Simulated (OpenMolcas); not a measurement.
**C3H5Ga (SMILES C#[C][GaH][CH3]) at 6 levels**

We compute a comparison of 6 runs (HF/3-21G, HF/6-31G*, M06-L/6-31G*, PBE0/6-31G*, TPSS/6-31G*, revPBE/6-31G*) of C3H5Ga. 

The calculation is run with OpenMolcas 26.06.

**1. The molecule**

C3H5Ga: 9 atoms, total charge 0, spin state singlet. SMILES: `C#[C][GaH][CH3]`. The shape is that of a PBE0-D4/def2-TZVP optimisation.

Bond lengths: C1–C2 1.210 Å, C2–Ga3 1.925 Å, Ga3–C4 1.958 Å, C1–H5 1.066 Å, Ga3–H6 1.564 Å, C4–H7 1.093 Å, C4–H8 1.090 Å, C4–H9 1.094 Å. Some angles: C1–C2–Ga3 179.3°, C2–Ga3–C4 117.4°, C2–C1–H5 179.8°, C2–Ga3–H6 117.1°, C4–Ga3–H6 125.5°, Ga3–C4–H7 109.9°, Ga3–C4–H8 112.6°, Ga3–C4–H9 109.4°, H7–C4–H8 109.1°, H7–C4–H9 106.9°.

**2. Energy and gradient at HF/3-21G (run 1)**

Input file struct.xyz:

```xyz
9

C      1.498700     0.816800    -2.138700
C      0.950000     0.745200    -1.062800
Ga     0.068800     0.611200     0.643700
C     -1.036100    -0.972500     0.966400
H      1.983700     0.883100    -3.086100
H      0.292600     1.783100     1.655500
H     -0.451400    -1.877200     0.782100
H     -1.435200    -1.006300     1.980000
H     -1.871000    -0.983500     0.260000
```

Input file test.input:

```
* C3H5Ga Hartree-Fock
>>> EXPORT MOLCAS_PRINT=2

&GATEWAY
  BasLib=$CurrDir
  Coord=struct.xyz
  Basis=3-21G
  Group=NoSym

&SEWARD

&SCF
  Thresholds=1e-10 1e-07 1e-07 1e-05
  PrOrbitals=1 1

&ALASKA
```

The basis set 3-21G is read from a file made from the Basis Set Exchange's data (not shown).

On the command line:

```bash
$ export MOLCAS_MEM=1860
$ pymolcas test.input > test.log
```

What it wrote:

```text
--- Start Module: gateway ---
[...]
--- Stop Module: gateway /rc=_RC_ALL_IS_WELL_ ---
[...]
      Basis functions           59
[...]
--- Start Module: scf ---
[...]
       Convergence after  13 Iterations
[...]
::    Total SCF energy                              -2029.6761696176
[...]
      Total spin, S                                     0.0000000000
[...]
      Total electronic charge=   54.000000
      Total            charge=   -0.000000
[...]
      Dipole Moment (debye):
      Origin of the operator (angstrom)=    0.1837    0.4364    0.1741
                   X= -2.1856E-01               Y= -4.7834E-01               Z= -1.5762E-01           Total=  5.4902E-01
      Quadrupole Moment (debye*angstrom):
[...]
--- Stop Module: scf /rc=_RC_ALL_IS_WELL_ ---
[...]
--- Start Module: alaska ---
[...]
 *              Molecular gradients               *
 **************************************************
  Irreducible representation: a
 ------------------------------------------------------------------------------------------
                              X                       Y                       Z
 ------------------------------------------------------------------------------------------
  C1                6.24776712522213E-03   -9.34697127747963E-05   -1.34073693514978E-02
  C2               -1.28313317811726E-02   -3.95648488460465E-04    2.69272189920393E-02
  GA3              -1.80145923732778E-03   -1.07315647963624E-03    1.70458372643090E-03
  C4                2.66037803160835E-03    3.68624497517089E-03    6.37252635273811E-04
  H5                5.72592543974793E-03    9.54134222231673E-04   -1.09679855535525E-02
  H6                8.34307376470500E-05   -2.71352387308887E-03   -3.60722293164795E-03
  H7                3.55546624365366E-03   -2.69987425401608E-03   -1.97698930282325E-03
  H8               -1.28126904802994E-03    1.04251194683691E-03    4.70916064378946E-03
[...]
--- Stop Module: alaska /rc=_RC_ALL_IS_WELL_ ---
[...]
```

Wall time 5.1 s (1 thread of AMD EPYC 7R43 (Zen 3), shared host); peak memory 0.39 GiB.

**3. Energy and forces at HF/6-31G(d) (spherical functions) (run 2)**

Input file job.input:

```
* C3H5Ga Hartree-Fock
&GATEWAY
BasLib = $CurrDir
Coord
9
angstrom
C        1.498700       0.816800      -2.138700
C        0.950000       0.745200      -1.062800
Ga       0.068800       0.611200       0.643700
C       -1.036100      -0.972500       0.966400
H        1.983700       0.883100      -3.086100
H        0.292600       1.783100       1.655500
H       -0.451400      -1.877200       0.782100
H       -1.435200      -1.006300       1.980000
H       -1.871000      -0.983500       0.260000
Basis = 6-31Gs
Group = NoSym
&SEWARD
&SCF
Thresholds = 1e-10 1e-07 1e-07 1e-05
PrOrbitals = 1 1
&ALASKA
```

The basis set 6-31G* is read from a file made from the Basis Set Exchange's data (not shown).

On the command line:

```bash
$ export MOLCAS_MEM=1860
$ pymolcas job.input > job.log
```

What it wrote:

```text
--- Start Module: gateway ---
[...]
--- Stop Module: gateway /rc=_RC_ALL_IS_WELL_ ---
[...]
      Basis functions           84
[...]
--- Start Module: scf ---
[...]
       Convergence after  16 Iterations
[...]
::    Total SCF energy                              -2039.4105183039
[...]
      Total spin, S                                     0.0000000000
[...]
      Total electronic charge=   54.000000
      Total            charge=   -0.000000
[...]
      Dipole Moment (debye):
      Origin of the operator (angstrom)=    0.1837    0.4364    0.1741
                   X= -2.4829E-01               Y= -4.7911E-01               Z= -8.6000E-02           Total=  5.4644E-01
      Quadrupole Moment (debye*angstrom):
[...]
--- Stop Module: scf /rc=_RC_ALL_IS_WELL_ ---
[...]
--- Start Module: alaska ---
[...]
 *              Molecular gradients               *
 **************************************************
  Irreducible representation: a
 ------------------------------------------------------------------------------------------
                              X                       Y                       Z
 ------------------------------------------------------------------------------------------
  C1                8.38524081057557E-03    9.77509447154690E-04   -1.65657600326625E-02
  C2               -1.48985794110834E-02   -2.30554214325207E-03    2.87563132324760E-02
  GA3              -9.42581797109154E-04   -2.37723561351366E-03   -1.17193156346218E-03
  C4                5.60605741693010E-03    7.83012014891860E-03   -1.14642256109310E-03
  H5                3.08851403636456E-03    4.10054094953538E-04   -6.05390067538769E-03
  H6               -4.32669830542687E-04   -3.05949186067256E-03   -2.96783812792434E-03
  H7                3.00429127513713E-03   -3.02204493113756E-03   -1.52418299696222E-03
  H8               -1.07038337654641E-03    9.63227694020241E-04    4.20674149073275E-03
[...]
--- Stop Module: alaska /rc=_RC_ALL_IS_WELL_ ---
[...]
```

It took 15 s on 1 thread of AMD EPYC 7R43 (Zen 3), shared host; peak memory 0.46 GiB.

Runs 3 to 5 aren't shown in full; the table further down has their settings and results.

**4. Energy and forces at revPBE/6-31G(d) (spherical functions) (run 6)**

Input file geom.xyz:

```xyz
9

C      1.498700     0.816800    -2.138700
C      0.950000     0.745200    -1.062800
Ga     0.068800     0.611200     0.643700
C     -1.036100    -0.972500     0.966400
H      1.983700     0.883100    -3.086100
H      0.292600     1.783100     1.655500
H     -0.451400    -1.877200     0.782100
H     -1.435200    -1.006300     1.980000
H     -1.871000    -0.983500     0.260000
```

Input file run.input:

```
* C3H5Ga Kohn-Sham DFT
&GATEWAY
BasLib=$CurrDir
Coord=geom.xyz
Basis=6-31Gs
Group=NoSym
&SEWARD
GridInput
Grid=UltraFine
End of Grid
&SCF
KSDFT=revPBE
Thresholds=1e-10 1e-07 1e-07 1e-05
PrOrbitals=1 1
&ALASKA
```

The basis set 6-31G* is read from a file made from the Basis Set Exchange's data (not shown).

On the command line:

```bash
$ export MOLCAS_MEM=1860
$ pymolcas run.input > run.log
```

What it wrote:

```text
--- Start Module: gateway ---
[...]
--- Stop Module: gateway /rc=_RC_ALL_IS_WELL_ ---
[...]
      Basis functions           84
[...]
--- Start Module: scf ---
[...]
       Convergence after  16 Iterations
[...]
::    Total KS-DFT energy                           -2041.6503449772
[...]
      Total spin, S                                     0.0000000000
[...]
      Total electronic charge=   54.000000
      Total            charge=   -0.000000
[...]
      Dipole Moment (debye):
      Origin of the operator (angstrom)=    0.1837    0.4364    0.1741
                   X= -3.4734E-01               Y= -6.7102E-01               Z= -1.3463E-01           Total=  7.6749E-01
      Quadrupole Moment (debye*angstrom):
[...]
--- Stop Module: scf /rc=_RC_ALL_IS_WELL_ ---
[...]
--- Start Module: alaska ---
[...]
 *              Molecular gradients               *
 **************************************************
  Irreducible representation: a
 ------------------------------------------------------------------------------------------
                              X                       Y                       Z
 ------------------------------------------------------------------------------------------
  C1               -1.64531781086019E-02   -2.08101533729488E-03    3.23532658289132E-02
  C2                1.78156537821534E-02    1.75717892796179E-03   -3.56474894033054E-02
  GA3              -1.08215775635090E-03   -4.04561768444722E-04    1.73384586960523E-03
  C4                2.28493777575167E-04    1.82296590189424E-04   -2.32123684176688E-04
  H5               -3.49192214139382E-03   -5.27505404746942E-04    6.75476964012045E-03
  H6               -1.07235509305736E-03   -4.70520154320830E-03   -3.69835710599897E-03
  H7               -4.20828479424395E-03    6.05908904975738E-03    1.16351897409339E-03
  H8                2.63314512252544E-03   -6.83702117064700E-05   -7.22967965274002E-03
[...]
--- Stop Module: alaska /rc=_RC_ALL_IS_WELL_ ---
[...]
```

Wall time 45 s (1 thread of AMD EPYC 7R43 (Zen 3), shared host); peak memory 0.46 GiB.

**5. Overview of the runs**

```
run                                level  integration grid   energy (Eh)  dipole moment (D)  HOMO energy (eV)  LUMO energy (eV)  wall time
  1                             HF/3-21G                 –  -2029.676170               0.55            -10.28              1.44      5.1 s
  2      HF/6-31G* (spherical functions)                 –  -2039.410518               0.55            -10.21              1.36       15 s
  3   M06-L/6-31G* (spherical functions)         UltraFine  -2041.750028               0.68             -6.49             -2.03       57 s
  4    PBE0/6-31G* (spherical functions)         UltraFine  -2041.420070               0.70             -7.48             -1.45       50 s
  5    TPSS/6-31G* (spherical functions)         UltraFine  -2041.841153               0.77             -6.31             -2.10       57 s
  6  revPBE/6-31G* (spherical functions)         UltraFine  -2041.650345               0.77             -6.20             -2.13       45 s
```

**6. Outcome**

| quantity | value |
| --- | --- |
| run 6: total energy | -2041.65034 Eh |
| run 6: dipole moment | 0.77 D |
| run 6: HOMO energy | -6.20 eV |
| run 6: LUMO energy | -2.13 eV |
| run 6: HOMO–LUMO gap | 4.07 eV |
| run 6: largest force on an atom | 2.051 eV/Å |

What this shows: The dipole moment (its size) runs from 0.55 D (HF/6-31G*) to 0.77 D (revPBE/6-31G*). The HOMO–LUMO gap runs from 4.07 eV (revPBE/6-31G*) to 11.73 eV (HF/3-21G). The two ends differ in method and basis. Totals of different functionals can't be ranked against each other. All runs together took 3.8 min, the longest 57 s.
